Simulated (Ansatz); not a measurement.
**A workflow on HI (SMILES I)**

We compute a series of 40 runs (HF/STO-3G, UHF/STO-3G, HF/3-21G, UHF/3-21G, PBE/def2-SVP, UPBE/def2-SVP, PBE-D3(BJ)/def2-TZVP, UPBE-D3(BJ)/def2-TZVP, and more) of HI. 

The calculation is run with Ansatz 0.2.0.

## Step 1: The system as given

HI has 2 atoms, charge 0, and is taken as a singlet. SMILES: `I`. Geometry: relaxed at PBE0-D4/def2-TZVP. The run starts from this shape.

Bond lengths: I1–H2 1.610 Å.

## Step 2: A geometry optimisation at HF/STO-3G (run 1)

Contents of in.yaml:

```yaml
basis:
  gaussian: {orbitals: STO-3G}
crystal:
  periodic: [false, false, false]
  atoms:
    - symbol: I
      position_ang: [-0.683900, 0.245800, -0.346200]
    - symbol: H
      position_ang: [0.683900, -0.245800, 0.346200]
hamiltonian: {xc: hf}
relax: {f_tol: 0.002}
output: {orbitals: {seedname: orbitals}}
```

Started as:

```console
$ ansatz run in.yaml --threads 1 --pin off --max-ram 3480MiB --events-out events.jsonl --progress --plain --runs-dir runs
```

The program printed:

```text
Warning: RAYON_NUM_THREADS=1 ignored (pool sized by the plan → 1); use --threads N
The last accepted step is kept in runs//last_step.txt (removed where the run ends without a failure and the disk answers)
[... 43 lines left out ...]
Total energy: -186432.14003810 eV, -6851.2547781570 hartree
[... 2 lines left out ...]
Dipole moment:     0.234777    -0.084381     0.118848 e Å
```

Wall time 2.5 s (1 thread of Intel Xeon Platinum 8259CL at 2.50GHz (Skylake/Cascade Lake), shared host).

Step by step:

```csv
step,energy from the first frame kept (eV),largest force (eV/Å)
1,0.0000,0.3650
2,-0.0004,0.3447
3,-0.0025,0.0100
4,-0.0024,0.0577
5,-0.0025,0.0000
```

After the run. Bond lengths: I1–H2 1.596 Å.

## Step 3: The harmonic vibrations at HF/STO-3G (run 2)

Contents of input.yaml:

```yaml
crystal:
  periodic: [false, false, false]
  atoms:
    - {symbol: I, position_ang: [-0.678155, 0.243735, -0.343292]}
    - {symbol: H, position_ang: [0.678155, -0.243735, 0.343292]}
basis:
  gaussian:
    orbitals: STO-3G
hamiltonian:
  xc: hf
phonons:
  temperatures:
    t_min: 298.15
    t_max: 298.15
    t_step: 1
```

Started as:

```console
$ ansatz run input.yaml --threads 1 --pin off --max-ram 3480MiB --events-out events.jsonl --progress --plain --runs-dir runs
```

The program printed:

```text
Warning: RAYON_NUM_THREADS=1 ignored (pool sized by the plan → 1); use --threads N
[... 76 lines left out ...]
Total energy: -186432.14003810 eV, -6851.2547781570 hartree
[... 2 lines left out ...]
Dipole moment:     0.234778    -0.084381     0.118848 e Å
Vibrations: 2743.13 cm⁻¹, zero-point energy 0.170053 eV
```

Run time: 4.2 s. Hardware: 1 thread of Intel Xeon Platinum 8259CL at 2.50GHz (Skylake/Cascade Lake), shared host.

Runs 3 to 24 aren't shown in full; the table further down has their settings and results.

## Step 4: A structure relaxation at wB97M-V/def2-TZVPD (core potential) (run 25)

Contents of input.yaml:

```yaml
crystal:
  periodic: [false, false, false]
  atoms:
    - {symbol: I, position_ang: [-0.683900, 0.245800, -0.346200]}
    - {symbol: H, position_ang: [0.683900, -0.245800, 0.346200]}
basis:
  gaussian:
    orbitals: def2-TZVPD
hamiltonian:
  xc: {name: wB97M-V}
relax:
  f_tol: 0.002
output:
  orbitals: {seedname: orbitals}
```

Started as:

```console
$ ansatz run input.yaml --threads 1 --pin off --max-ram 3480MiB --events-out events.jsonl --progress --plain --runs-dir runs
```

The program printed:

```text
Warning: RAYON_NUM_THREADS=1 ignored (pool sized by the plan → 1); use --threads N
The last accepted step is kept in runs//last_step.txt (removed where the run ends without a failure and the disk answers)
[... 25 lines left out ...]
494 factors; their error is unknown
[... 10 lines left out ...]
494 factors; their error is unknown
[... 7 lines left out ...]
494 factors; their error is unknown
[... 5 lines left out ...]
494 factors; their error is unknown
[... 5 lines left out ...]
Total energy: -8116.69890416 eV, -298.2831830317 hartree
[... 2 lines left out ...]
Dipole moment:     0.078935    -0.028370     0.039958 e Å
```

Wall time 15 s (1 thread of Intel Xeon Platinum 8259CL at 2.50GHz (Skylake/Cascade Lake), shared host); peak memory 0.18 GiB.

Step by step:

```csv
step,energy from the first frame kept (eV),largest force (eV/Å)
1,0.0000,0.1197
2,-0.0003,0.0536
3,-0.0004,0.0003
```

After the run. Bond lengths: I1–H2 1.604 Å.

Runs 26 to 39 aren't shown in full; the table further down has their settings and results.

## Step 5: The doublet cation: a geometry optimisation at U-wB97X-V/def2-TZVP (core potential) (run 40)

Contents of in.yaml:

```yaml
crystal:
  periodic: [false, false, false]
  atoms:
    - {symbol: I, position_ang: [-0.681454, 0.244921, -0.344962]}
    - {symbol: H, position_ang: [0.681454, -0.244921, 0.344962]}
basis:
  gaussian:
    orbitals: def2-TZVP
total_charge: 1
magnetization:
  spin_polarized: true
  initial_magnetization: 1
hamiltonian:
  xc: {name: wB97X-V}
relax: {}
```

Started as:

```console
$ ansatz run in.yaml --threads 1 --pin off --max-ram 3480MiB --events-out events.jsonl --progress --plain --runs-dir runs
```

The program printed:

```text
Warning: RAYON_NUM_THREADS=1 ignored (pool sized by the plan → 1); use --threads N
The last accepted step is kept in runs//last_step.txt (removed where the run ends without a failure and the disk answers)
[... 15 lines left out ...]
433 factors; their error is unknown
[... 10 lines left out ...]
433 factors; their error is unknown
[... 7 lines left out ...]
433 factors; their error is unknown
[... 5 lines left out ...]
433 factors; their error is unknown
[... 5 lines left out ...]
Total energy: -8106.37863108 eV, -297.9039199913 hartree
[... 2 lines left out ...]
Dipole moment:     0.183414    -0.065921     0.092847 e Å
```

It took 15 s on 1 thread of Intel Xeon Platinum 8259CL at 2.50GHz (Skylake/Cascade Lake), shared host; peak memory 0.19 GiB.

The path in brief:

```csv
step,energy from the first frame kept (eV),largest force (eV/Å)
1,0.0000,0.4273
2,-0.0038,0.1540
3,-0.0044,0.0031
```

After the run. Bond lengths: I1–H2 1.625 Å.

## Step 6: All runs side by side

```csv
run,level,task,walk f tol,partner,energy (Eh),wall time
1,HF/STO-3G,optimise,0.002,base,-6851.254778,2.5 s
2,HF/STO-3G,frequencies,–,base,-6851.254778,4.2 s
3,UHF/STO-3G,energy,–,cation,-6850.967109,0.28 s
4,UHF/STO-3G,optimise,–,cation,-6850.968149,2.7 s
5,HF/3-21G,optimise,0.002,base,-6888.406549,3.6 s
6,HF/3-21G,frequencies,–,base,-6888.406547,7.5 s
7,UHF/3-21G,energy,–,cation,-6888.049614,0.56 s
8,UHF/3-21G,optimise,–,cation,-6888.049671,3.6 s
9,PBE/def2-SVP (core potential),optimise,0.002,base,-298.279077,2 s
10,PBE/def2-SVP (core potential),frequencies,–,base,-298.279077,4.2 s
11,UPBE/def2-SVP (core potential),energy,–,cation,-297.892929,1 s
12,UPBE/def2-SVP (core potential),optimise,–,cation,-297.893112,3.3 s
13,PBE-D3(BJ)/def2-TZVP (core potential),optimise,0.002,base,-298.291359,2.7 s
14,PBE-D3(BJ)/def2-TZVP (core potential),frequencies,–,base,-298.291359,6.6 s
15,UPBE-D3(BJ)/def2-TZVP (core potential),energy,–,cation,-297.905028,1.2 s
16,UPBE-D3(BJ)/def2-TZVP (core potential),optimise,–,cation,-297.905225,4.8 s
17,r2SCAN/def2-TZVP (core potential),optimise,0.002,base,-298.420153,4.2 s
18,r2SCAN/def2-TZVP (core potential),frequencies,–,base,-298.420153,9.9 s
19,U-r2SCAN/def2-TZVP (core potential),energy,–,cation,-298.032159,2.5 s
20,U-r2SCAN/def2-TZVP (core potential),optimise,–,cation,-298.032357,9.3 s
21,SVWN5/def2-TZVP (core potential),optimise,0.002,base,-297.882637,1.9 s
22,SVWN5/def2-TZVP (core potential),frequencies,–,base,-297.882637,5.1 s
23,USVWN5/def2-TZVP (core potential),energy,–,cation,-297.486410,0.99 s
24,USVWN5/def2-TZVP (core potential),optimise,–,cation,-297.486673,3.3 s
25,wB97M-V/def2-TZVPD (core potential),optimise,0.002,base,-298.283183,15 s
26,wB97M-V/def2-TZVPD (core potential),frequencies,–,base,-298.283183,30 s
27,U-wB97M-V/def2-TZVPD (core potential),energy,–,cation,-297.896393,4.2 s
28,U-wB97M-V/def2-TZVPD (core potential),optimise,–,cation,-297.896562,22 s
29,B3LYP-D4/def2-TZVP (core potential),optimise,0.002,base,-298.405714,3.3 s
30,B3LYP-D4/def2-TZVP (core potential),frequencies,–,base,-298.405714,8.7 s
31,UB3LYP-D4/def2-TZVP (core potential),energy,–,cation,-298.015554,1.4 s
32,UB3LYP-D4/def2-TZVP (core potential),optimise,–,cation,-298.015729,6 s
33,CCSD(T)/def2-TZVP (core potential),optimise,0.002,base,-297.732445,36 s
34,CCSD(T)/def2-TZVP (core potential),frequencies,–,base,-297.732445,2 min
35,UCCSD(T)/def2-TZVP (core potential),energy,–,cation,-297.347581,6.9 s
36,UCCSD(T)/def2-TZVP (core potential),optimise,–,cation,-297.347754,1.8 min
37,wB97X-V/def2-TZVP (core potential),optimise,0.002,base,-298.292996,9.6 s
38,wB97X-V/def2-TZVP (core potential),frequencies,–,base,-298.292996,22 s
39,U-wB97X-V/def2-TZVP (core potential),energy,–,cation,-297.903756,2.9 s
40,U-wB97X-V/def2-TZVP (core potential),optimise,–,cation,-297.903920,15 s
```

## Step 7: Summary of results

```
                                                                                     quantity          value
                                              doublet cation, run 40: total energy at the end  -297.90392 Eh
                                                          doublet cation, run 40: bond length        1.625 Å
                                                                 doublet cation, run 40: ⟨S²⟩          0.753
                                 vertical ionisation energy (to the doublet cation), HF/3-21G       9.713 eV
                             vertical ionisation energy (to the doublet cation), PBE/def2-SVP      10.508 eV
                         vertical ionisation energy (to the doublet cation), r2SCAN/def2-TZVP      10.558 eV
                          vertical ionisation energy (to the doublet cation), SVWN5/def2-TZVP      10.782 eV
adiabatic ionisation energy (to the doublet cation, no zero-point term), PBE-D3(BJ)/def2-TZVP      10.507 eV
    adiabatic ionisation energy (to the doublet cation, no zero-point term), r2SCAN/def2-TZVP      10.552 eV
  adiabatic ionisation energy (to the doublet cation, no zero-point term), wB97M-V/def2-TZVPD      10.521 eV
  adiabatic ionisation energy (to the doublet cation, no zero-point term), B3LYP-D4/def2-TZVP      10.612 eV
```

What this shows: At HF/3-21G: the vertical ionisation energy comes to 9.71 eV (224 kcal/mol). At PBE/def2-SVP: the vertical ionisation energy comes to 10.51 eV (242 kcal/mol). At r2SCAN/def2-TZVP: the vertical ionisation energy comes to 10.56 eV (243 kcal/mol). At SVWN5/def2-TZVP: the vertical ionisation energy comes to 10.78 eV (249 kcal/mol). At PBE-D3(BJ)/def2-TZVP: the adiabatic ionisation energy (to the doublet cation, no zero-point term) is 10.51 eV (242 kcal/mol). At r2SCAN/def2-TZVP: the adiabatic ionisation energy (to the doublet cation, no zero-point term) is 10.55 eV (1018 kJ/mol). Totals of different functionals can't be ranked against each other. Some runs of one species differ in core potentials or relativity; totals across that change don't compare. In runs 1, 2, 3, 4 the basis is minimal, so the values are rough. In runs 1, 2, 3, 4, 5, 6, 7, 8 relativity is left out where basis or elements ask for it. All runs together took 8.4 min, the longest 2 min.
